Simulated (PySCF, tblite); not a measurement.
**C7H11ClGe: geometry, infrared bands and NMR shifts**

Wanted: the infrared bands and NMR shifts of C7H11ClGe (`C=C1C[C@@H]1[C]1([GeH2][Cl])CC1`), by calculation.

Programs: tblite 0.8.0 and PySCF 2.14.0, with density-fitted response routines of our own. Each step states its level of theory. These are calculated values for one molecule in the gas phase, unless marked as measured. Atoms count from 0, in the outputs and in this text.

### Step 1. The molecule as given

20 atoms, charge 0, multiplicity 1; geometry from: force field or distance geometry start.

Bonds of the start (Å): C0–C1 1.34, C1–C2 1.52, C2–C3 1.43, C3–C4 1.54, C4–Ge5 1.96, Ge5–Cl6 2.16, C4–C7 1.51, C7–C8 1.52, C3–C1 1.53, C8–C4 1.52, C0–H9 1.09, C0–H10 1.07, C2–H11 1.11, C2–H12 1.09, C3–H13 1.12, Ge5–H14 1.56, Ge5–H15 1.55, C7–H16 1.11, C7–H17 1.11, C8–H18 1.10, C8–H19 1.11.

### Step 2. Geometry optimisation with GFN2-xTB

The job: settings as JSON, then the geometry in Å.

```
{"job": {"kind": "relax", "xc": "GFN2-xTB", "basis": "xTB"}, "charge": 0, "multiplicity": 1}
C      2.351300    -0.581700     1.574700
C      1.740200    -0.451900     0.385200
C      1.684400     0.081200    -1.033500
C      0.603000    -0.742200    -0.591200
C     -0.722600    -0.021300    -0.281900
Ge    -0.865800     1.376300     1.085100
Cl    -0.854200     0.459800     3.043400
C     -1.968400    -0.863800    -0.447200
C     -1.617800     0.173600    -1.498200
H      1.879600    -1.177300     2.359900
H      3.284700    -0.081700     1.757300
H      1.505000     1.179700    -1.055400
H      2.421100    -0.397000    -1.686100
H      0.603100    -1.792700    -0.970600
H      0.331600     2.364400     0.970200
H     -2.187400     2.163300     0.917100
H     -1.821600    -1.908800    -0.797500
H     -2.842700    -0.588900     0.182000
H     -1.253700    -0.253200    -2.447700
H     -2.275100     1.073100    -1.468700
```

Launch:

```bash
$ OMP_NUM_THREADS=1 python probes_run.py task.json out
```

One launch serves the whole session: the jobs run in the order shown.

**Question.** This job is followed by: GFN2-xTB harmonic vibrations, gas phase; GIAO PBE0/pcSseg-1 NMR shielding, non-relativistic, gas phase. What will the session give for the following? strongest single infrared mode (GFN2-xTB); zero-point energy (GFN2-xTB); 13C shifts against TMS (PBE0/pcSseg-1); 1H shifts against TMS (PBE0/pcSseg-1); 73Ge shifts against GeMe4 (PBE0/pcSseg-1); 35Cl shifts against HCl (PBE0/pcSseg-1); surface potential, 1st and 99th percentile.

As calculated:

| quantity | value |
| --- | --- |
| strongest single infrared mode (GFN2-xTB) | 1905 cm⁻¹, 464 km/mol |
| zero-point energy (GFN2-xTB) | 94.4 kcal/mol |
| 13C shifts against TMS (PBE0/pcSseg-1) | 143.6, 116.2, 24.3, 23.8, 13.7, 11.9, 11.5 ppm |
| 1H shifts against TMS (PBE0/pcSseg-1) | 6.30, 6.06, 5.26, 4.38, 1.28, 0.95, 0.84, 0.80, 0.77, 0.68, 0.63 ppm |
| 73Ge shifts against GeMe4 (PBE0/pcSseg-1) | -13 ppm |
| 35Cl shifts against HCl (PBE0/pcSseg-1) | -73 ppm |
| surface potential, 1st and 99th percentile | -0.74 V and 0.92 V |

**Reading.** Relaxing lowered the energy by 0.712 eV in 76 steps; the close pair that moved most is C2–C3, from 1.429 to 1.522 Å. No mode is imaginary among the 54: a minimum at this level. The strongest single mode, at 1905 cm⁻¹, moves mainly H14. GFN2-xTB is a fitted tight-binding method: band positions and strengths are rough. Its intensities can rank the bands wrongly. The most deshielded carbon is C1 (fully substituted alkene carbon), at 143.6 ppm: the olefinic region. At PBE0/pcSseg-1: The largest span, 291 ppm, is at Ge5, where the paramagnetic term is -1411 ppm. Spin-orbit coupling is left out, which matters for shieldings and couplings at and beside the heavy atoms.
